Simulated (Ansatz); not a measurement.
**C3H10Si (trimethylsilane) at revPBE/cc-pVDZ**

Aim: the energy change on altering one bond length of C3H10Si (trimethylsilane) at revPBE/cc-pVDZ, from 2 runs. 

The results are computed with Ansatz 0.2.0.

46 further runs of the same task are left out: 1 that didn't finish, 45 set aside as unsound or not needed.

### 1 The structure to begin with

C3H10Si: 14 atoms, total charge 0, spin state singlet. SMILES: `C[SiH](C)C`. The coordinates come from a PBE0-D4/def2-TZVP relaxation.

Bond lengths: C1–Si2 1.874 Å, Si2–C3 1.874 Å, Si2–C4 1.874 Å, C1–H5 1.093 Å, C1–H6 1.093 Å, C1–H7 1.094 Å, Si2–H8 1.494 Å, C3–H9 1.094 Å, C3–H10 1.093 Å, C3–H11 1.093 Å, C4–H12 1.093 Å, C4–H13 1.094 Å, C4–H14 1.093 Å. Some angles: C1–Si2–C3 110.3°, C1–Si2–C4 110.3°, C3–Si2–C4 110.3°, C1–Si2–H8 108.6°, C3–Si2–H8 108.6°, C4–Si2–H8 108.6°, Si2–C1–H5 111.2°, Si2–C1–H6 111.1°, Si2–C1–H7 110.9°, Si2–C3–H9 110.9°.

### 2 The energy at revPBE/cc-pVDZ

The input, molecule.yaml:

```yaml
crystal:
  periodic: [false, false, false]
  atoms:
    - {symbol: C, position_ang: [-0.956800, 1.082600, -1.038400]}
    - {symbol: Si, position_ang: [-0.338800, -0.014600, 0.348900]}
    - {symbol: C, position_ang: [1.239400, 0.684100, 1.077800]}
    - {symbol: C, position_ang: [-0.051300, -1.756700, -0.277600]}
    - {symbol: H, position_ang: [-1.888100, 0.697200, -1.460900]}
    - {symbol: H, position_ang: [-1.145900, 2.098700, -0.683100]}
    - {symbol: H, position_ang: [-0.221600, 1.141300, -1.845900]}
    - {symbol: H, position_ang: [-1.379500, -0.059300, 1.420400]}
    - {symbol: H, position_ang: [2.029000, 0.733500, 0.322800]}
    - {symbol: H, position_ang: [1.601800, 0.063500, 1.901200]}
    - {symbol: H, position_ang: [1.081800, 1.694100, 1.464300]}
    - {symbol: H, position_ang: [-0.968800, -2.184000, -0.689800]}
    - {symbol: H, position_ang: [0.706900, -1.767300, -1.065700]}
    - {symbol: H, position_ang: [0.291900, -2.413100, 0.526000]}
basis:
  gaussian:
    orbitals: cc-pVDZ
hamiltonian:
  xc: {name: revPBE}
accuracy: high
output:
  orbitals: {seedname: orbitals}
```

Run with:

```sh
ansatz run molecule.yaml --threads 1 --pin off --max-ram 3480MiB --events-out events.jsonl --progress --plain --runs-dir runs
```

Standard output:

```text
Warning: RAYON_NUM_THREADS=1 ignored (pool sized by the plan → 1); use --threads N
Functional definition: revPBE
  name "revPBE"
  parameter kappa = 1.245
  parameter beta = 0.06672455060314922
  exchange = pbe_x(kappa = kappa, mu = beta*pi^2/3)
  correlation = pbe_c(beta = beta)
2718 factors; integrals over basis functions are off by at most 4.0e-9 eV
mean field evaluation 1: about -11133.5862 eV, gradient 8.1e1 eV
mean field evaluation 2: about -11115.3844 eV, gradient 1.1e2 eV
mean field evaluation 4: about -11149.7937 eV, gradient 3.9e0 eV
mean field evaluation 8: about -11149.8320 eV, gradient 1.5e-1 eV
mean field evaluation 16: about -11149.8321 eV, gradient 6.7e-6 eV
mean field -11149.83205863 eV, -409.7487705270 hartree, gradient 6.1e-8 eV, S^2 0.000000; 0 other end points of the search recorded, 0 dependent functions left out
reference -11149.83206356 eV, -409.7487707083 hartree; 21, 21 occupied and 89, 89 virtual orbitals, 2718 factors
Total energy: -11149.83206356 eV, -409.7487707083 hartree
```

It took 11 s on 1 thread of Arm Neoverse V1, shared host; peak memory 0.36 GiB.

### 3 The distorted shape at the same level

The input, job.yaml:

```yaml
crystal:
  periodic: [false, false, false]
  atoms:
    - {symbol: C, position_ang: [-1.049487, 1.247157, -1.246466]}
    - {symbol: Si, position_ang: [-0.338800, -0.014600, 0.348900]}
    - {symbol: C, position_ang: [1.239400, 0.684100, 1.077800]}
    - {symbol: C, position_ang: [-0.051300, -1.756700, -0.277600]}
    - {symbol: H, position_ang: [-1.980787, 0.861757, -1.668966]}
    - {symbol: H, position_ang: [-1.238587, 2.263257, -0.891166]}
    - {symbol: H, position_ang: [-0.314287, 1.305857, -2.053966]}
    - {symbol: H, position_ang: [-1.379500, -0.059300, 1.420400]}
    - {symbol: H, position_ang: [2.029000, 0.733500, 0.322800]}
    - {symbol: H, position_ang: [1.601800, 0.063500, 1.901200]}
    - {symbol: H, position_ang: [1.081800, 1.694100, 1.464300]}
    - {symbol: H, position_ang: [-0.968800, -2.184000, -0.689800]}
    - {symbol: H, position_ang: [0.706900, -1.767300, -1.065700]}
    - {symbol: H, position_ang: [0.291900, -2.413100, 0.526000]}
basis:
  gaussian:
    orbitals: cc-pVDZ
hamiltonian:
  xc: {name: revPBE}
accuracy: high
output: {orbitals: {seedname: orbitals}}
```

Run with:

```sh
ansatz run job.yaml --threads 1 --pin off --max-ram 3480MiB --events-out events.jsonl --progress --plain --runs-dir runs
```

Standard output (excerpt; [...] marks lines left out):

```text
Warning: RAYON_NUM_THREADS=1 ignored (pool sized by the plan → 1); use --threads N
[... 6 set-up lines as earlier in the session ...]
2695 factors; integrals over basis functions are off by at most 4.0e-9 eV
mean field evaluation 1: about -11133.2256 eV, gradient 8.1e1 eV
mean field evaluation 2: about -11113.7423 eV, gradient 1.1e2 eV
mean field evaluation 4: about -11149.4323 eV, gradient 5.4e0 eV
mean field evaluation 8: about -11149.5069 eV, gradient 2.9e-1 eV
mean field evaluation 16: about -11149.5072 eV, gradient 7.4e-6 eV
mean field -11149.50715098 eV, -409.7368303911 hartree, gradient 1.1e-8 eV, S^2 0.000000; 0 other end points of the search recorded, 0 dependent functions left out
reference -11149.50715593 eV, -409.7368305731 hartree; 21, 21 occupied and 89, 89 virtual orbitals, 2695 factors
Total energy: -11149.50715593 eV, -409.7368305731 hartree
```

It took 11 s on 1 thread of Arm Neoverse V1, shared host; peak memory 0.36 GiB.

### 4 Results

At revPBE/cc-pVDZ:

```
                                                          quantity          value
                                         first shape: total energy  -409.74877 Eh
                                          first shape: HOMO energy       -7.07 eV
                                          first shape: LUMO energy        1.04 eV
                                        first shape: HOMO–LUMO gap        8.11 eV
                                     distorted shape: total energy  -409.73683 Eh
                                      distorted shape: HOMO energy       -6.56 eV
                                      distorted shape: LUMO energy        0.89 eV
                                    distorted shape: HOMO–LUMO gap        7.45 eV
energy change with the C1–Si2 bond stretched from 1.874 to 2.155 Å       0.325 eV
```

With the C1–Si2 bond stretched from 1.874 to 2.155 Å the energy rises by 0.32 eV (31.3 kJ/mol). The first shape isn't relaxed at this level, so the change isn't measured from a minimum.
